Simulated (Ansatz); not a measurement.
Runs of Ansatz 0.2.0 on Ta4NiO11. The typed cell holds 16 atoms: a = 5.293 Å, b = 5.336 Å, c = 7.911 Å, α = 90.30°, β = 93.72°, γ = 90.45°. The cell was built by a generator and needn't be a form met in nature.

| task | level | cell | k mesh | cutoff (eV) | points for each segment of the path | mesh quality | gap on the mesh (eV) | pressure (GPa) | moment (μB) | relaxed volume (Å³/atom) | largest force (eV/Å) |
| --- | --- | --- | --- | --- | --- | --- | --- | --- | --- | --- | --- |
| relaxation of cell and atoms | PBE | relaxed | 4 × 4 × 3 | 420 | - | not flagged | 1.31 | 0.0 | 2.00 | 13.93 | 0.01 |
| relaxation of cell and atoms | PBE+D4 | relaxed | 4 × 4 × 3 | 420 | - | not flagged | 1.27 | 0.0 | 2.00 | (a) | 0.01 |
| single point | r2SCANh | as given | 2 × 2 × 2 | 500 | - | coarse | 4.10 | -6.3 | 2.00 | - | (c) |
| band structure | PBE | as given | 5 × 5 × 4 | 420 | 10 | not flagged | (b) | 0.0 | 2.00 | - | 0.01 |

Alike in all rows: potentials or basis Ansatz PAW; spin collinear, ferromagnetic start; smearing fermi-dirac 0.05 eV.

Fill in the values left out.

(a) 13.61; (b) 1.32; (c) 0.48.

Caveats: some runs use coarse meshes; spin-orbit coupling is left out, which moves the levels of the heavy elements; a cell with one magnetic atom can't hold antiferromagnetic order, which such compounds often take; odd divisions of the mesh miss points on the zone boundary, where band edges often lie, so the gap on the mesh can be too wide (some runs); the plane-wave basis is chosen anew once the cell has moved, so the energies of steps on either side of that aren't comparable (some runs); the magnetic or orbital state may not be the lowest (some runs); the PAW data sets come from PBE, with cores solved anew for the run's functional, which leaves a small shift of forces and pressure (some runs); the thresholds are loose for stress (some runs).

A k mesh can miss the band edges, and the runs leave out spin-orbit coupling on Ta.
